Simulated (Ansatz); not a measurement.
# TlCdAs: the cost of one run

Method: DFT PBE, scalar-relativistic, plane waves, PAW, in Ansatz 0.2.0.

### 1 The structure to begin with

It takes space group P4/mmm (No. 123, tetragonal). The conventional cell has a = 4.295 Å, b = 4.295 Å, c = 4.491 Å, α = 90.00°, β = 90.00°, γ = 90.00°. Around Tl (site symmetry 4/mmm) lie 2 As at 2.25 Å. Cd (site symmetry 4/mmm) is surrounded by 4 As at 3.04 Å. Around As (site symmetry 4/mmm) lie 2 Tl at 2.25 Å and 4 Cd at 3.04 Å.

As a file:

```xyz
3
Lattice="4.2954 0.0000 0.0000 0.0000 4.2954 0.0000 0.0000 0.0000 4.4911" Properties=species:S:1:pos:R:3 pbc="T T T"
Tl    0.0000    0.0000    2.2455
Cd    2.1477    2.1477    0.0000
As    0.0000    0.0000    0.0000
```

A structure generator made this guess: random cell by space group and Wyckoff sites (P4/mmm, No. 123). Its size is a rough estimate.

### 2 A first look at the guess

Contents of input.yaml:

```yaml
crystal:
  lattice:
    - [4.295352, 0.0, 0.0]
    - [0.0, 4.295352, 0.0]
    - [0.0, 0.0, 4.49106405]
  atoms:
    - { symbol: Tl, position: [0.0, 0.0, 0.5] }
    - { symbol: Cd, position: [0.5, 0.5, 0.0] }
    - { symbol: As, position: [0.0, 0.0, 0.0] }
basis:
  ecutwfc: 420
kpoints:
  mp_grid: { grid: [4, 4, 4] }
hamiltonian:
  xc: pbe
scf:
  occupations: { method: gaussian, width: 0.1 }
  lower_state_search: "off"
output:
  forces: true
  stress: true
  eigenvalues: true
```

Started as:

```bash
> ansatz run input.yaml --threads 1 --pin off --max-ram 2048MiB --backend cpu --events-out ev --progress --plain --runs-dir out
```

Q: Estimate wall time and peak memory on 1 thread of Intel Xeon 6975P-C (Granite Rapids), shared host.

About 1.4 s, with a peak of 0.47 GiB.
